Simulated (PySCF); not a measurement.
# GeSiH6O (SMILES [OH][GeH2][SiH3]): PBE/cc-pVDZ

Aim: the energy change on altering one bond length of GeSiH6O at PBE/cc-pVDZ, from 2 runs. The job is set up through a Python script.

The results are computed with PySCF 2.14.0.

2 further runs of the same task are left out: 2 set aside as unsound or not needed.

## 1. The molecule

The species is GeSiH6O (9 atoms), meant as a singlet with charge 0. As SMILES, `[OH][GeH2][SiH3]`. The coordinates come from a PBE0-D4/def2-TZVP relaxation. This is one conformer, not always the lowest.

Bond lengths: O1–Ge2 1.791 Å, Ge2–Si3 2.389 Å, O1–H4 0.960 Å, Ge2–H5 1.546 Å, Ge2–H6 1.536 Å, Si3–H7 1.488 Å, Si3–H8 1.488 Å, Si3–H9 1.486 Å. Some angles: O1–Ge2–Si3 109.9°, O1–Ge2–H5 109.2°, O1–Ge2–H6 103.6°, Si3–Ge2–H5 111.3°, Si3–Ge2–H6 113.0°, Ge2–O1–H4 112.4°, Ge2–Si3–H7 110.2°, Ge2–Si3–H8 109.3°, Ge2–Si3–H9 110.4°, H5–Ge2–H6 109.6°.

## 2. The energy at PBE/cc-pVDZ

input.py reads:

```python
# [OH][GeH2][SiH3]
from pyscf import gto, dft

system = gto.M(
    atom='''
O     -3.147150     1.895773    -1.615338
Ge     0.163083     1.699998    -0.936359
Si     0.993618    -1.909946     1.644818
H     -3.729186     0.506258    -2.624830
H      1.651054     1.572441    -3.447616
H      0.733403     4.207853     0.407992
H      3.752996    -2.140682     2.132367
H      0.113573    -4.225806     0.314261
H     -0.364339    -1.693384     4.092769
''',
    unit='bohr',
    max_memory=1860,
    spin=0,
    charge=0,
    verbose=3,
    basis='cc-pvdz',
)

mf = dft.RKS(system, xc='pbe')
mf.conv_tol = 1e-10
mf.grids.level = 5
mf.kernel()
if not mf.converged:
    mf = mf.newton().run(mf.mo_coeff, mf.mo_occ)

etot = mf.e_tot
print('E = %.10f Eh' % etot)
```

On the command line:

```console
$ OMP_NUM_THREADS=1 python input.py
```

What it wrote:

```text
converged SCF energy = -2444.7370458384
E = -2444.7370458384 Eh
```

It took 24 s on 1 thread of Intel Xeon at 2.70GHz, shared host; peak memory 0.46 GiB.

## 3. The distorted shape at the same level

job.py reads:

```python
from pyscf import gto, dft

mol = gto.M(
    atom=[
    ('O', (-1.295799, 1.885562, -0.213759)),
    ('Ge', (0.455901, 1.781962, 0.145541)),
    ('Si', (0.895401, -0.128338, 1.511441)),
    ('H', (-1.973400, 0.267900, -1.389000)),
    ('H', (1.243301, 1.714462, -1.183359)),
    ('H', (0.757701, 3.109062, 0.856941)),
    ('H', (2.355601, -0.250438, 1.769441)),
    ('H', (0.429701, -1.353838, 0.807341)),
    ('H', (0.176801, -0.013738, 2.806841)),
],
    spin=0,
    verbose=3,
    basis='cc-pvdz',
    charge=0,
    max_memory=1860,
)

mf = dft.RKS(mol)
mf.xc = 'pbe'
mf.conv_tol = 1e-10
mf.grids.level = 5
mf.kernel()
if not mf.converged:
    mf = mf.newton().run(mf.mo_coeff, mf.mo_occ)

e_tot = mf.e_tot
print('Final energy', e_tot)
```

On the command line:

```console
$ OMP_NUM_THREADS=1 python job.py
```

What it wrote:

```text
SCF not converged.
SCF energy = -2444.5617559534
converged SCF energy = -2444.56175595617
Final energy -2444.561755956169
```

Run time: 44 s. Hardware: 1 thread of Intel Xeon at 2.70GHz, shared host; peak memory 0.54 GiB.

## 4. Results

Level: PBE/cc-pVDZ.

| quantity | value |
| --- | --- |
| first shape: total energy | -2444.73705 Eh |
| first shape: dipole moment | 1.25 D |
| first shape: HOMO energy | -6.20 eV |
| first shape: LUMO energy | -0.93 eV |
| first shape: HOMO–LUMO gap | 5.27 eV |
| distorted shape: total energy | -2444.56176 Eh |
| distorted shape: dipole moment | 1.30 D |
| distorted shape: HOMO energy | -5.99 eV |
| distorted shape: LUMO energy | -5.61 eV |
| distorted shape: HOMO–LUMO gap | 0.38 eV |
| energy change with the O1–H4 bond stretched from 0.960 to 2.111 Å | 4.770 eV |

One bond (distorted shape) is far stretched, which a spin-restricted single reference describes badly; a broken-symmetry solution may lie lower. With the O1–H4 bond stretched from 0.960 to 2.111 Å the energy rises by 4.77 eV (110 kcal/mol). The first shape isn't relaxed at this level, so the change isn't measured from a minimum. A restricted reference can't describe the breaking bond well at this length. Mulliken charges (first shape) run from -0.35 on O1 to +0.34 on Ge2.
